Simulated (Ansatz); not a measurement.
**InSiH₅: basis-set convergence**

One table from this session's results is given with a row withheld; the runs are named, their logs left out.

Program: Ansatz 0.2.0, Gaussian basis. Level of theory: one geometry, several basis sets. These are calculated values, not measurements.

Plan: PBE0-D4/def2-SVP; ωB97M-V/def2-SVP; PBE0-D4/def2-QZVPP; ωB97M-V/def2-QZVPP; the functionals' def2-TZVPP values are taken from earlier runs.

### The geometry

All runs share one geometry, relaxed beforehand with PBE0-D4 in a triple-zeta def2 set. In takes the def2 core potential; no spin-orbit term is included.

SMILES `[SiH3][InH2]`, 7 atoms, charge 0, spin multiplicity 1.

Atoms are counted from 1 here; the program's logs count them from 0.

Bond lengths: Si1–In2 2.575 Å, Si1–H3 1.488 Å, Si1–H4 1.491 Å, Si1–H5 1.491 Å, In2–H6 1.729 Å, In2–H7 1.730 Å. Angles: In2–Si1–H3 113.2°, In2–Si1–H4 110.5°, In2–Si1–H5 110.1°, H3–Si1–H4 107.8°, H3–Si1–H5 107.7°, H4–Si1–H5 107.3°, Si1–In2–H6 122.1°, Si1–In2–H7 119.9°, H6–In2–H7 118.0°.

Coordinates:

```mol
H5InSi
  3D, bonds by distance, orders not assigned

  7  6  0  0  0  0  0  0  0  0999 V2000
   -0.6671   -0.6415   -0.6421 Si  0  0
    0.8308    0.8376    0.8405 In  0  0
   -2.1199   -0.3711   -0.4636 H   0  0
   -0.4320   -2.0833   -0.3459 H   0  0
   -0.3380   -0.4255   -2.0800 H   0  0
    0.1791    2.0621    1.8720 H   0  0
    2.5471    0.6218    0.8191 H   0  0
  1  2  8  0
  1  3  8  0
  1  4  8  0
  1  5  8  0
  2  6  8  0
  2  7  8  0
M  END
```

Set-up of the first run:

The input, in.yaml:

```yaml
crystal:
  periodic: [false, false, false]
  atoms:
    - {symbol: Si, position_ang: [-0.667121, -0.641519, -0.642066]}
    - {symbol: In, position_ang: [0.830842, 0.837600, 0.840482]}
    - {symbol: H, position_ang: [-2.119861, -0.371129, -0.463583]}
    - {symbol: H, position_ang: [-0.432024, -2.083331, -0.345893]}
    - {symbol: H, position_ang: [-0.338037, -0.425501, -2.080050]}
    - {symbol: H, position_ang: [0.179130, 2.062129, 1.871996]}
    - {symbol: H, position_ang: [2.547071, 0.621750, 0.819114]}
basis:
  gaussian: {orbitals: def2-SVP}
hamiltonian: {xc: pbe0, dispersion: d4}
output: {orbitals: {seedname: orbitals}}
```

Among the steps run: PBE0-D4 in def2-SVP; ωB97M-V in def2-SVP; PBE0-D4 in def2-QZVPP; ωB97M-V in def2-QZVPP.

One of the session's tables, all rows but one given; the rest of the session is left out.

It belongs to the step «Functionals by basis». 

```
functional       basis  HOMO (eV)  LUMO (eV)
   PBE0-D4    def2-SVP      -7.38      -2.11
   PBE0-D4  def2-TZVPP      -7.37      -2.14
   PBE0-D4  def2-QZVPP          ?          ?
   ωB97M-V    def2-SVP      -9.33      -0.50
   ωB97M-V  def2-TZVPP      -9.36      -0.61
   ωB97M-V  def2-QZVPP      -9.37      -0.63
```

**Question.** Estimate the row for PBE0-D4, def2-QZVPP.

The run gave: HOMO (eV): -7.37; LUMO (eV): -2.15.
